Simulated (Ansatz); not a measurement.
# SiCl4 on MgO(111): a dynamics run in two tries

Aim: a short trajectory for this system. The slab cell is 1×1, and the adsorbate is set down on it by hand.

Method: DFT PBE+D3(BJ), plane waves, PAW, scalar-relativistic, no spin polarisation, in Ansatz 0.2.0.

## 1. Starting point

The cell holds 29 atoms (Cl4Mg12O12Si): a = 5.729 Å, b = 5.729 Å, c = 20.847 Å, α = 90.00°, β = 90.00°, γ = 60.00°.

As a file:

```xyz
29
Lattice="5.7290 0.0000 0.0000 2.8645 4.9614 0.0000 0.0000 0.0000 20.8471" Properties=species:S:1:pos:R:3 pbc="T T T"
Mg    0.0000    0.0000    1.0000
O     4.2967    4.1345    2.1694
Mg    1.4322    2.4807    1.0000
O     2.8645    1.6538    2.1694
Mg    2.8645    0.0000    1.0000
O     7.1612    4.1345    2.1694
Mg    4.2967    2.4807    1.0000
O     5.7290    1.6538    2.1694
Mg    5.7290    3.3076    3.3388
O     1.4322    2.4807    4.5083
Mg    4.2967    0.8269    3.3388
O     2.8645    4.9614    4.5083
Mg    2.8645    3.3076    3.3388
O     4.2967    2.4807    4.5083
Mg    1.4322    0.8269    3.3388
O     5.7290    4.9614    4.5083
Mg    2.8645    1.6538    5.6777
O     4.2967    0.8269    6.8471
Mg    4.2967    4.1345    5.6777
O     5.7290    3.3076    6.8471
Mg    5.7290    1.6538    5.6777
O     1.4322    0.8269    6.8471
Mg    7.1612    4.1345    5.6777
O     2.8645    3.3076    6.8471
Si    5.6751    2.4318   12.3355
Cl    3.7707    2.4759   11.6629
Cl    6.5881    0.7620   11.6629
Cl    6.6643    4.0577   11.6629
Cl    5.6751    2.4318   14.3555
```

## 2. First try

The input, input.yaml:

```yaml
crystal:
  lattice:
    - [5.728979, 0.0, 0.0]
    - [2.86449, 4.961441, 0.0]
    - [0.0, 0.0, 20.847115]
  atoms:
    - { symbol: Mg, position: [0.0, 0.0, 0.0479683] }
    - { symbol: O, position: [0.3333333, 0.8333333, 0.1040635] }
    - { symbol: Mg, position: [0.0, 0.5, 0.0479683] }
    - { symbol: O, position: [0.3333333, 0.3333333, 0.1040635] }
    - { symbol: Mg, position: [0.5, 0.0, 0.0479683] }
    - { symbol: O, position: [0.8333333, 0.8333333, 0.1040635] }
    - { symbol: Mg, position: [0.5, 0.5, 0.0479683] }
    - { symbol: O, position: [0.8333333, 0.3333333, 0.1040635] }
    - { symbol: Mg, position: [0.6666667, 0.6666667, 0.1601587] }
    - { symbol: O, position: [0.0, 0.5, 0.2162539] }
    - { symbol: Mg, position: [0.6666667, 0.1666667, 0.1601587] }
    - { symbol: O, position: [0.0, 1.0, 0.2162539] }
    - { symbol: Mg, position: [0.1666667, 0.6666667, 0.1601587] }
    - { symbol: O, position: [0.5, 0.5, 0.2162539] }
    - { symbol: Mg, position: [0.1666667, 0.1666667, 0.1601587] }
    - { symbol: O, position: [0.5, 1.0, 0.2162539] }
    - { symbol: Mg, position: [0.3333333, 0.3333333, 0.272349] }
    - { symbol: O, position: [0.6666667, 0.1666667, 0.3284442] }
    - { symbol: Mg, position: [0.3333333, 0.8333333, 0.272349] }
    - { symbol: O, position: [0.6666667, 0.6666667, 0.3284442] }
    - { symbol: Mg, position: [0.8333333, 0.3333333, 0.272349] }
    - { symbol: O, position: [0.1666667, 0.1666667, 0.3284442] }
    - { symbol: Mg, position: [0.8333333, 0.8333333, 0.272349] }
    - { symbol: O, position: [0.1666667, 0.6666667, 0.3284442] }
    - { symbol: Si, position: [0.7455167, 0.4901486, 0.5917135] }
    - { symbol: Cl, position: [0.4086735, 0.4990215, 0.5594471] }
    - { symbol: Cl, position: [1.0731791, 0.1535796, 0.5594471] }
    - { symbol: Cl, position: [0.7543403, 0.8178542, 0.5594471] }
    - { symbol: Cl, position: [0.7455167, 0.4901486, 0.6886094] }
basis:
  ecutwfc: 420.0
kpoints:
  mp_grid: { grid: [2, 2, 1] }
hamiltonian:
  xc: pbe
  dispersion: d3bj
  pseudopotentials: { kind: paw, azcp: { folder: soft_1 } }
scf:
  occupations: { method: fermi_dirac, width: 0.05 }
  lower_state_search: "off"
  max_iter: 78
md:
  timestep: 1
  n_steps: 25
  ensemble: nve
  initial_velocities: zero
  seed: 844467
  initial_site_velocities:
    - { site: 24, velocity: [0.015319, 0.0, -0.018256] }
    - { site: 25, velocity: [0.015319, 0.0, -0.018256] }
    - { site: 26, velocity: [0.015319, 0.0, -0.018256] }
    - { site: 27, velocity: [0.015319, 0.0, -0.018256] }
    - { site: 28, velocity: [0.015319, 0.0, -0.018256] }
  constraints: [{ sites: [0, 1, 2, 3, 4, 5, 6, 7] }]
  temperature_schedule: [{ n_steps: 10, end_temperature: 100.0 }]
```

On the command line:

```
$ ansatz run input.yaml --threads 2 --pin off --max-ram 5120MiB --backend cpu --events-out ev --progress --plain --runs-dir out
```

What does the calculation give? Wanted: first try.

**Answer**, as computed:

| quantity | value |
| --- | --- |
| first try | refused |
| cause | a temperature schedule needs a thermostat, and a run at constant energy has none |

**Reading.** The fault in the first input was caught at the input check and cost nothing.
